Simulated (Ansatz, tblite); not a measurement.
# W(SH)F5 (F5HSW): a ladder of methods and basis sets

One table from this session's results is given with a row withheld; the runs are named, their logs left out.

The runs use Ansatz 0.2.0, Gaussian basis; as each input shows.

Levels to be run: GFN1-xTB, GFN2-xTB, PBE-D4/def2-TZVP, r2SCAN-D4/def2-TZVP, ωB97X-V/def2-TZVP, r2SCANh-D4/def2-TZVP, B97M-V/def2-TZVP, PBE-D4/def2-SVP, PBE0-D4/def2-SVP, PBE0-D4/def2-TZVPD, PBE-D4/def2-TZVPD, ωB97X-V/def2-TZVPD, CCSD(T)/def2-SVP, MP2/def2-TZVP, RPA/def2-TZVP.

2 further runs of the same task are left out: 2 set aside as unsound or not needed.

## The geometry

The geometry is that of the singlet, from an earlier relaxation (PBE-D4/def2-SVP).

8 atoms, charge 0, spin multiplicity 1.

Bond lengths: W1–S2 2.386 Å, W1–F4 1.887 Å, W1–F5 1.859 Å, W1–F6 1.869 Å, W1–F7 1.872 Å, W1–F8 1.871 Å, S2–H3 1.362 Å. Angles: S2–W1–F4 170.4°, S2–W1–F5 83.3°, S2–W1–F6 83.0°, S2–W1–F7 95.9°, S2–W1–F8 96.0°, F4–W1–F5 106.3°, F4–W1–F6 87.4°, F4–W1–F7 84.7°, F4–W1–F8 84.7°, F5–W1–F6 166.3°, F5–W1–F7 87.5°, F5–W1–F8 87.4°, F6–W1–F7 93.9°, F6–W1–F8 94.0°, F7–W1–F8 166.4°, W1–S2–H3 98.6°.

Formally the metal is d0. W takes a core potential in the def2 sets. No spin-orbit coupling is included.

PBE0-D4/def2-TZVP was run before; its log isn't repeated, and its numbers join the tables.

Set-up of the first run:

Tight binding, by tblite at 300 K electronic temperature and without a spin-polarisation term:

```python
tblite.interface.Calculator('GFN1-xTB', numbers, positions, charge=0, uhf=0).singlepoint()
```

Tight binding, by tblite at 300 K electronic temperature and without a spin-polarisation term:

```python
tblite.interface.Calculator('GFN2-xTB', numbers, positions, charge=0, uhf=0).singlepoint()
```

start.molden holds the orbitals of an earlier run on this state, given as this run's starting guess.

in.yaml reads:

```yaml
crystal:
  periodic: [false, false, false]
  atoms:
    - {symbol: W, position_ang: [0.175949, 0.041067, -0.396979]}
    - {symbol: S, position_ang: [0.210209, -0.147293, 1.981484]}
    - {symbol: H, position_ang: [-1.131672, -0.237218, 2.197480]}
    - {symbol: F, position_ang: [-0.163803, 0.170993, -2.248703]}
    - {symbol: F, position_ang: [2.022295, 0.125010, -0.197966]}
    - {symbol: F, position_ang: [-1.673018, -0.077198, -0.152482]}
    - {symbol: F, position_ang: [0.179707, 1.912022, -0.443346]}
    - {symbol: F, position_ang: [0.380334, -1.787384, -0.739489]}
basis:
  gaussian: {orbitals: def2-TZVP, initial_orbitals: start.molden}
hamiltonian: {xc: pbe, dispersion: d4}
scf: {omitted_lower_state_checks: [starts]}
output: {orbitals: {seedname: orbitals}}
```

On the command line:

```console
> ansatz run in.yaml --threads 2 --pin off --events-out ev --progress --plain --max-ram 32768MiB --backend cpu
```

Steps of the session up to this table: PBE-D4/def2-TZVP; r2SCAN-D4/def2-TZVP; ωB97X-V/def2-TZVP; r2SCANh-D4/def2-TZVP; B97M-V/def2-TZVP; PBE-D4/def2-SVP; PBE0-D4/def2-SVP; PBE0-D4/def2-TZVPD; PBE-D4/def2-TZVPD; ωB97X-V/def2-TZVPD; CCSD(T)/def2-SVP; MP2/def2-TZVP; RPA/def2-TZVP.

One of the session's tables, all rows but one given; the rest of the session is left out.

```
            method  binding an atom (eV)
       HF/def2-SVP                 2.422
      HF/def2-TZVP                 2.510
  B97M-V/def2-TZVP                 4.287
 ωB97X-V/def2-TZVP                 4.216
ωB97X-V/def2-TZVPD                 4.218
      MP2/def2-SVP                 4.119
     MP2/def2-TZVP                 4.329
     CCSD/def2-SVP                 3.746
  CCSD(T)/def2-SVP                     ?
```

**Question.** Estimate the row for CCSD(T)/def2-SVP.

As computed: binding an atom (eV): 3.887. In the column «binding an atom (eV)» it lies between CCSD/def2-SVP (3.746) and MP2/def2-SVP (4.119).

Some runs used a GPU and others CPU threads alone, so the times don't compare the methods' cost.

To keep in mind: Free atoms were run apart at each level; binding is atoms less cluster, divided by the number of atoms, without zero-point or spin-orbit terms. The yardstick is in a double-zeta basis, so levels in larger sets aren't compared like for like. CCSD(T)/def2-SVP isn't at the basis-set limit; small misses against it rank nothing.
